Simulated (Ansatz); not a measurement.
This script makes a scan of the energy under strain of ZrCu, space group Pm-3m with the Python package of Ansatz (0.2.0).

Script `zrcu.py`:
```python
"""A shear strain scan of ZrCu."""

import ansatz as az
import numpy as np
from tabulate import tabulate

VECTORS = np.array([
    [3.252664, 0.0, 0.0],
    [0.0, 3.252664, 0.0],
    [0.0, 0.0, 3.252664],
])
SITES = [
    ("Zr", (0.5, 0.5, 0.5)),
    ("Cu", (0.0, 0.0, 0.0)),
]


def on_lattice(cell):
    crystal = az.Crystal(lattice=az.Lattice.of(cell))
    for symbol, position in SITES:
        crystal = crystal.atom(symbol, position)
    return crystal


def main() -> None:
    # clamped ions: the fractional positions stay as typed
    values = np.linspace(-0.05, 0.05, 7)
    energies = []
    for d in values:
        strain = np.array([[0, d / 2, 0], [d / 2, 0, 0], [0, 0, 0]])
        cell = VECTORS @ (np.eye(3) + strain)
        setup = (
            on_lattice(cell).calculation()
            .basis(510)
            .functional("lda")
            .occupations("fermi_dirac", width=50 * az.meV)
            .kpoints(11, 11, 11)
        )
        summary = setup.run(threads=1, pin="off").report
        energies.append(summary["free_energy_ev"] / len(SITES))
        print(f"d = {d:+.4f}  F = {energies[-1]:.5f} eV/atom")
    energies = np.array(energies)

    print(tabulate(zip(values, 1000 * (energies - energies.min())), headers=["strain", "dE (meV/atom)"], floatfmt=".3f"))
    curvature = 2 * np.polyfit(values, energies, 3)[1]
    volume = abs(np.linalg.det(VECTORS)) / len(SITES)
    print(f"d2E/dd2 over the volume: {curvature / volume * 160.21766:.1f} GPa")


if __name__ == "__main__":
    main()
```

How much energy does this shear strain cost, and what curvature follows?

Against the unstrained cell the energy per atom changes by +4.83 meV at one end of the scan and +4.83 meV at the other, and its second derivative over the volume is 35.9 GPa.

The run itself:

Running `python zrcu.py` prints:
```text
d = -0.0500  F = -5316.68879 eV/atom
d = -0.0333  F = -5316.69142 eV/atom
d = -0.0167  F = -5316.69306 eV/atom
d = +0.0000  F = -5316.69362 eV/atom
d = +0.0167  F = -5316.69306 eV/atom
d = +0.0333  F = -5316.69142 eV/atom
d = +0.0500  F = -5316.68879 eV/atom
  strain    dE (meV/atom)
--------  ---------------
  -0.050            4.833
  -0.033            2.197
  -0.017            0.559
   0.000            0.000
   0.017            0.559
   0.033            2.197
   0.050            4.833
d2E/dd2 over the volume: 35.9 GPa
```

What to keep in mind:
- Total energies depend on the potentials; only differences at equal settings carry meaning.
- The curvature belongs to this strain pattern and to the cell's stress; it equals a single elastic constant only for simple patterns.
- In a metal a curvature from energy changes of a few meV or less hangs on mesh and smearing, in size and even in sign.
- This cell is a computed structure, which may not be the phase found in nature.
- The ions keep their fractional positions (clamped ions).
- The whole script took 21 s on 1 thread of Intel(R) Xeon(R) 6975P-C (Granite Rapids) (shared host), peak memory 0.54 GiB.

(Lines on the test bed's own set-up are left out of the output.)
